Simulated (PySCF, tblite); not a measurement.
# C₆H₁₁NOSi: geometry, infrared bands and NMR shifts

Aim: predict the infrared bands and NMR shifts of C₆H₁₁NOSi (`[H]/N=C/CCO[SiH2]C#CC`).

Computed with tblite 0.8.0 and PySCF 2.14.0, with density-fitted response routines of our own, on a single molecule in the gas phase. Atoms are numbered from 0 throughout.

### 1 The molecule as given

20 atoms, charge 0, multiplicity 1; geometry from: force field or distance geometry start.

Bonds of the start (Å): C0–C1 1.46, C1–C2 1.20, C2–Si3 1.88, Si3–O4 1.67, O4–C5 1.42, C5–C6 1.53, C6–C7 1.51, C7–N8 1.29, C0–H9 1.09, C0–H10 1.09, C0–H11 1.10, Si3–H12 1.47, Si3–H13 1.47, C5–H14 1.10, C5–H15 1.08, C6–H16 1.09, C6–H17 1.10, C7–H18 1.10, N8–H19 1.03.

### 2 Relaxing the molecule with GFN2-xTB

What the job is given:

```
{"job": {"kind": "relax", "xc": "GFN2-xTB", "basis": "xTB"}, "charge": 0, "multiplicity": 1}
C     -3.850700    -0.248500     1.429500
C     -2.903300     0.069000     0.361300
C     -2.099200     0.315700    -0.494200
Si    -0.867300     0.717200    -1.850800
O      0.704800     0.677700    -1.276800
C      1.251300    -0.574100    -0.880600
C      2.693800    -0.348700    -0.431300
C      2.703600     0.358900     0.901500
N      3.110100    -0.241100     1.970600
H     -3.854100    -1.315800     1.667500
H     -3.622400     0.301600     2.344200
H     -4.878200     0.023900     1.128400
H     -0.988200    -0.278800    -2.930500
H     -1.129500     2.053600    -2.409100
H      0.660600    -0.998400    -0.059700
H      1.254500    -1.266200    -1.716000
H      3.236300     0.279800    -1.138400
H      3.208700    -1.317100    -0.325900
H      2.330000     1.397800     0.932200
H      3.034000     0.404200     2.775200
```

Started as:

```
OMP_NUM_THREADS=1 python probes_run.py task.json out
```

The driver reads the jobs from task.json and runs them one after another.

**Question.** This job is followed by: GFN2-xTB harmonic vibrations, gas phase; GIAO PBE0/pcSseg-1 NMR shielding, non-relativistic, gas phase. Predict these results of the whole session: strongest single infrared mode (GFN2-xTB); zero-point energy (GFN2-xTB); ¹³C shifts against TMS (PBE0/pcSseg-1); ¹H shifts against TMS (PBE0/pcSseg-1, means over atoms taken as alike); ²⁹Si shifts against TMS (PBE0/pcSseg-1); ¹⁷O shifts against H2O (PBE0/pcSseg-1); ¹⁵N shifts against NH3 (PBE0/pcSseg-1).

The runs gave:

| quantity | value |
| --- | --- |
| strongest single infrared mode (GFN2-xTB) | 789 cm⁻¹, 377 km/mol |
| zero-point energy (GFN2-xTB) | 95.8 kcal/mol |
| ¹³C shifts against TMS (PBE0/pcSseg-1) | 177.0, 113.7, 84.0, 64.9, 47.4, 5.9 ppm |
| ¹H shifts against TMS (PBE0/pcSseg-1, means over atoms taken as alike) | 10.99, 8.73, 4.99, 4.10, 2.53, 2.08 ppm |
| ²⁹Si shifts against TMS (PBE0/pcSseg-1) | -51.6 ppm |
| ¹⁷O shifts against H2O (PBE0/pcSseg-1) | 31.8 ppm |
| ¹⁵N shifts against NH3 (PBE0/pcSseg-1) | 360.5 ppm |

In words: Relaxing lowered the energy by 0.263 eV in 77 steps; the close pair that moved most is Si3–O4, from 1.674 to 1.625 Å. The lowest mode is imaginary (24i cm⁻¹), so the xTB geometry is not a minimum. The strongest single mode, at 789 cm⁻¹, is spread over several atoms, Si3, H13, O4 among them. GFN2-xTB is a fitted tight-binding method: band positions and strengths are rough. Its intensities can rank the bands wrongly. At PBE0/pcSseg-1: Shielding is most anisotropic at N8 (span 658 ppm, paramagnetic term -408 ppm).
